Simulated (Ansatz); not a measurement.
**SiH3O (SMILES [O][SiH3]) at U-revPBE/STO-3G**

What is the electronic atomisation energy of SiH3O at U-revPBE/STO-3G? 

Program for the calculation: Ansatz 0.2.0.

65 further runs of the same task are left out: 16 that didn't finish, 49 set aside as unsound or not needed.

### Step 1. The structure to begin with

SiH3O: 5 atoms, total charge 0, spin state doublet. SMILES: `[O][SiH3]`. The coordinates come from a GFN2-xTB relaxation.

Bond lengths: O1–Si2 1.530 Å, Si2–H3 1.490 Å, Si2–H4 1.494 Å, Si2–H5 1.496 Å. Angles: O1–Si2–H3 115.3°, O1–Si2–H4 114.5°, O1–Si2–H5 114.3°, H3–Si2–H4 104.6°, H3–Si2–H5 104.2°, H4–Si2–H5 102.6°.

### Step 2. A single-point energy at U-revPBE/STO-3G

The input, job.yaml:

```yaml
crystal:
  periodic: [false, false, false]
  atoms:
    - symbol: O
      position_ang: [-1.416610, 0.267850, 0.690210]
    - symbol: Si
      position_ang: [-0.065850, 0.007840, 0.019870]
    - symbol: H
      position_ang: [-0.120650, -0.242400, -1.447490]
    - symbol: H
      position_ang: [0.685890, -1.159260, 0.572930]
    - symbol: H
      position_ang: [0.917210, 1.125960, 0.164480]
basis:
  gaussian: {orbitals: STO-3G}
magnetization: {spin_polarized: true, initial_magnetization: 1}
accuracy: high
hamiltonian: {xc: {name: revPBE}}
```

Command:

```sh
$ ansatz run job.yaml --threads 1 --pin off --max-ram 2610MiB --events-out events.jsonl --progress --plain --runs-dir runs
```

Log:

```text
Warning: RAYON_NUM_THREADS=1 ignored (pool sized by the plan → 1); use --threads N
Functional definition: revPBE
  name "revPBE"
  parameter kappa = 1.245
  parameter beta = 0.06672455060314922
  exchange = pbe_x(kappa = kappa, mu = beta*pi^2/3)
  correlation = pbe_c(beta = beta)
290 factors; integrals over basis functions are off by at most 2.8e-8 eV
mean field evaluation 1: about -9846.9360 eV, gradient 1.5e1 eV
mean field evaluation 2: about -9845.7913 eV, gradient 2.1e1 eV
mean field evaluation 4: about -9848.5961 eV, gradient 1.4e0 eV
mean field evaluation 8: about -9848.5707 eV, gradient 3.1e-3 eV
mean field evaluation 16: about -9848.5707 eV, gradient 7.0e-5 eV
mean field evaluation 32: about -9848.5649 eV, gradient 5.6e-1 eV
mean field -9848.57074277 eV, -361.9282991956 hartree, gradient 1.3e-8 eV, S^2 0.752216; 3 other end points of the search recorded, 0 dependent functions left out
reference -9848.57074467 eV, -361.9282992656 hartree; 13, 12 occupied and 4, 5 virtual orbitals, 290 factors
Total energy: -9848.57074467 eV, -361.9282992656 hartree
```

Wall time 4.2 s (1 thread of Arm Neoverse V1, shared host); peak memory 0.12 GiB.

### Step 3. The H atom at the same level

The input, input.yaml:

```yaml
crystal:
  periodic: [false, false, false]
  atoms:
    - symbol: H
      position_ang: [0.000000, 0.000000, 0.000000]
basis:
  gaussian: {orbitals: STO-3G}
magnetization: {spin_polarized: true, initial_magnetization: 1}
hamiltonian: {xc: {name: revPBE}}
accuracy: high
```

Run the same way, it converges to -0.47010 Eh (log not shown).

### Step 4. The O atom at the same level

The input, in.yaml:

```yaml
crystal:
  periodic: [false, false, false]
  atoms:
    - {symbol: O, position_ang: [0.000000, 0.000000, 0.000000]}
basis:
  gaussian: {orbitals: STO-3G}
magnetization: {spin_polarized: true, initial_magnetization: 2}
hamiltonian: {xc: {name: revPBE}}
accuracy: high
```

Run the same way, it converges to -74.01699 Eh (log not shown).

### Step 5. The Si atom, same level

The input, job.yaml:

```yaml
basis:
  gaussian:
    orbitals: STO-3G
crystal:
  periodic: [false, false, false]
  atoms:
    - {symbol: Si, position_ang: [0.000000, 0.000000, 0.000000]}
magnetization:
  spin_polarized: true
  initial_magnetization: 2
hamiltonian:
  xc: {name: revPBE}
accuracy: high
```

Command:

```sh
$ ansatz run job.yaml --threads 1 --pin off --max-ram 2610MiB --events-out events.jsonl --progress --plain --runs-dir runs
```

Log (excerpt; [...] marks lines left out):

```text
Warning: RAYON_NUM_THREADS=1 ignored (pool sized by the plan → 1); use --threads N
[... 6 set-up lines as earlier in the session ...]
42 factors; integrals over basis functions are off by at most 2.5e-9 eV
mean field evaluation 1: about -7778.9867 eV, gradient 6.2e-1 eV
mean field evaluation 2: about -7778.9877 eV, gradient 6.6e-2 eV
mean field evaluation 4: about -7778.9870 eV, gradient 1.2e-3 eV
mean field evaluation 8: about -7778.9870 eV, gradient 3.3e-10 eV
mean field evaluation 16: about -7778.9869 eV, gradient 3.3e-4 eV
mean field -7778.98701514 eV, -285.8725000196 hartree, gradient 2.1e-10 eV, S^2 2.000001; 1 other end points of the search recorded, 0 dependent functions left out
reference -7778.98701697 eV, -285.8725000870 hartree; 8, 6 occupied and 1, 3 virtual orbitals, 42 factors
Total energy: -7778.98701697 eV, -285.8725000870 hartree
```

Wall time 0.5 s (1 thread of Arm Neoverse V1, shared host).

### Step 6. Outcome

At U-revPBE/STO-3G:

| quantity | value |
| --- | --- |
| molecule: total energy | -361.92830 Eh |
| molecule: ⟨S²⟩ | 0.752 |
| H atom: total energy | -0.47010 Eh |
| H atom: ⟨S²⟩ | 0.750 |
| O atom: total energy | -74.01699 Eh |
| O atom: ⟨S²⟩ | 2.000 |
| Si atom: total energy | -285.87250 Eh |
| Si atom: ⟨S²⟩ | 2.000 |
| electronic atomisation energy | 17.103 eV |

Taking the molecule apart into free atoms costs 17.10 eV (1650 kJ/mol), before zero-point energy and without spin-orbit coupling. In a minimal basis such a difference can be off by several eV, whatever the method.
